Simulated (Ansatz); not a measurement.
# GeH2S (SMILES [SH][GeH]) at revPBE/STO-3G

What is the electronic atomisation energy of GeH2S at revPBE/STO-3G? 

The results are computed with Ansatz 0.2.0.

51 further runs of the same task are left out: 3 that didn't finish, 48 set aside as unsound or not needed.

**1. The molecule**

GeH2S has 4 atoms, charge 0, and is taken as a singlet. SMILES: `[SH][GeH]`. Geometry: relaxed at PBE0-D4/def2-TZVP.

Bond lengths: S1–Ge2 2.225 Å, S1–H3 1.342 Å, Ge2–H4 1.595 Å. Angles: S1–Ge2–H4 93.7°, Ge2–S1–H3 100.2°.

**2. A single-point energy at revPBE/STO-3G**

job.yaml

```yaml
crystal:
  periodic: [false, false, false]
  atoms:
    - {symbol: S, position_ang: [-0.443300, -1.201800, 0.271700]}
    - {symbol: Ge, position_ang: [-0.841700, 0.737900, -0.743600]}
    - {symbol: H, position_ang: [0.779200, -0.962100, 0.771200]}
    - {symbol: H, position_ang: [0.561200, 1.365900, -0.319400]}
basis:
  gaussian:
    orbitals: STO-3G
hamiltonian:
  xc: {name: revPBE}
accuracy: high
```

Started as:

```
$ ansatz run job.yaml --threads 1 --pin off --max-ram 2610MiB --events-out events.jsonl --progress --plain --runs-dir runs
```

Output:

```text
Warning: RAYON_NUM_THREADS=1 ignored (pool sized by the plan → 1); use --threads N
Functional definition: revPBE
  name "revPBE"
  parameter kappa = 1.245
  parameter beta = 0.06672455060314922
  exchange = pbe_x(kappa = kappa, mu = beta*pi^2/3)
  correlation = pbe_c(beta = beta)
422 factors; integrals over basis functions are off by at most 1.4e-8 eV
mean field evaluation 1: about -66483.3541 eV, gradient 2.1e2 eV
mean field evaluation 2: about -66528.4454 eV, gradient 7.9e1 eV
mean field evaluation 4: about -66594.1116 eV, gradient 4.5e1 eV
mean field evaluation 8: about -66605.7744 eV, gradient 9.5e-1 eV
mean field evaluation 16: about -66605.7579 eV, gradient 1.9e-5 eV
mean field evaluation 32: about -66602.7096 eV, gradient 1.6e1 eV
mean field -66605.75788915 eV, -2447.7164554221 hartree, gradient 3.6e-8 eV, S^2 0.000000; 4 other end points of the search recorded, 0 dependent functions left out
reference -66605.75789135 eV, -2447.7164555027 hartree; 25, 25 occupied and 4, 4 virtual orbitals, 422 factors
Total energy: -66605.75789135 eV, -2447.7164555027 hartree
```

Run time: 1.7 s. Hardware: 1 thread of Arm Neoverse V1, shared host; peak memory 0.097 GiB.

**3. The Ge atom at the same level**

input.yaml

```yaml
basis:
  gaussian: {orbitals: STO-3G}
crystal:
  periodic: [false, false, false]
  atoms:
    - {symbol: Ge, position_ang: [0.000000, 0.000000, 0.000000]}
magnetization: {spin_polarized: true, initial_magnetization: 2}
hamiltonian: {xc: {name: revPBE}}
accuracy: high
```

Run the same way, it converges to -2052.67318 Eh (log not shown).

**4. The H atom, same level**

run.yaml

```yaml
crystal:
  periodic: [false, false, false]
  atoms:
    - {symbol: H, position_ang: [0.000000, 0.000000, 0.000000]}
basis:
  gaussian:
    orbitals: STO-3G
total_charge: 0
magnetization:
  spin_polarized: true
  initial_magnetization: 1
hamiltonian:
  xc: {name: revPBE}
accuracy: high
```

Run the same way, it converges to -0.47010 Eh (log not shown).

**5. The S atom**

job.yaml

```yaml
crystal:
  periodic: [false, false, false]
  atoms:
    - {symbol: S, position_ang: [0.000000, 0.000000, 0.000000]}
basis:
  gaussian:
    orbitals: STO-3G
total_charge: 0
magnetization:
  spin_polarized: true
  initial_magnetization: 2
hamiltonian:
  xc: {name: revPBE}
accuracy: high
```

Run the same way, it converges to -393.59399 Eh (log not shown).

**6. What came out**

At revPBE/STO-3G:

| quantity | value |
| --- | --- |
| molecule: total energy | -2447.71646 Eh |
| Ge atom: total energy | -2052.67318 Eh |
| Ge atom: ⟨S²⟩ | 2.285 |
| H atom: total energy | -0.47010 Eh |
| H atom: ⟨S²⟩ | 0.750 |
| S atom: total energy | -393.59399 Eh |
| S atom: ⟨S²⟩ | 2.000 |
| electronic atomisation energy | 13.853 eV |

What this shows: Taking the molecule apart into free atoms costs 13.85 eV (319 kcal/mol), before zero-point energy and without spin-orbit coupling. In a minimal basis such a difference can be off by several eV, whatever the method. ⟨S²⟩ (Ge atom) is 2.28 where a pure triplet has 2.00: the reference is spin-contaminated.
